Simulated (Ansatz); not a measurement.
Working through a rigid torsion scan of GeH5NS2, SMILES [NH2][GeH2][S]S

With the Python package of Ansatz (0.2.0).

At the Python prompt:
```pycon
>>> import ansatz as az
>>> from ase import Atoms
>>> atoms = Atoms(['N', 'Ge', 'S', 'S', 'H', 'H', 'H', 'H', 'H'], positions=[
...     (-0.0939, 0.8517, -1.4789),
...     (0.4618, -0.5872, -0.5355),
...     (1.0231, 0.0389, 1.5014),
...     (-0.8866, 0.4417, 2.0666),
...     (-0.9746, 1.257, -0.9991),
...     (0.6008, 1.6424, -1.4194),
...     (1.7221, -1.1872, -1.2544),
...     (-0.6198, -1.6318, -0.4613),
...     (-1.1445, -0.8718, 2.5634),
... ])
>>> first = az.Crystal.molecule_from_ase(atoms).calculation()
>>> first = first.basis(gaussian='def2-SVP').functional('HF')
>>> first = first.relax(force_tolerance=0.02, max_steps=80)
>>> atoms.positions = first.run().report['positions_ang']
>>> start = atoms.get_dihedral(0, 1, 2, 3)
>>> energies = {}
>>> for turn in range(0, 360, 40):
...     turned = atoms.copy()
...     turned.set_dihedral(0, 1, 2, 3, start + turn, indices=[2, 3, 8])
...     job = (
...         az.Crystal.molecule_from_ase(turned).calculation()
...         .basis(gaussian='def2-SVP')
...         .functional('HF')
...     )
...     energies[round((start + turn) % 360)] = job.run().report['free_energy_ev']
...
>>> floor = min(energies.values())
>>> print('dihedral N0-Ge1-S2-S3 (deg)   E - E(min) (kJ/mol)')
dihedral N0-Ge1-S2-S3 (deg)   E - E(min) (kJ/mol)
>>> for angle, e in sorted(energies.items()):
...     print(f'{angle:8d} {96.485332 * (e - floor):14.3f}  ' + '#' * int(30 * (e - floor) / max(max(energies.values()) - floor, 1e-9)))
...
      20         10.513  ##########################
      60          0.000
     100          8.737  ######################
     140         10.888  ###########################
     180          4.560  ###########
     220         10.623  ###########################
     260          9.793  ########################
     300          2.875  #######
     340         11.765  ##############################
```

The scan is rigid and the energies are electronic, in a modest basis. With rigid groups the curve can differ much from the relaxed path, the start wasn't checked as a minimum of this torsion, and equivalent turns needn't return to the same energy. The whole script took 49 s on 1 thread of Arm Neoverse V2, on a shared host, peak memory 0.3 GiB.
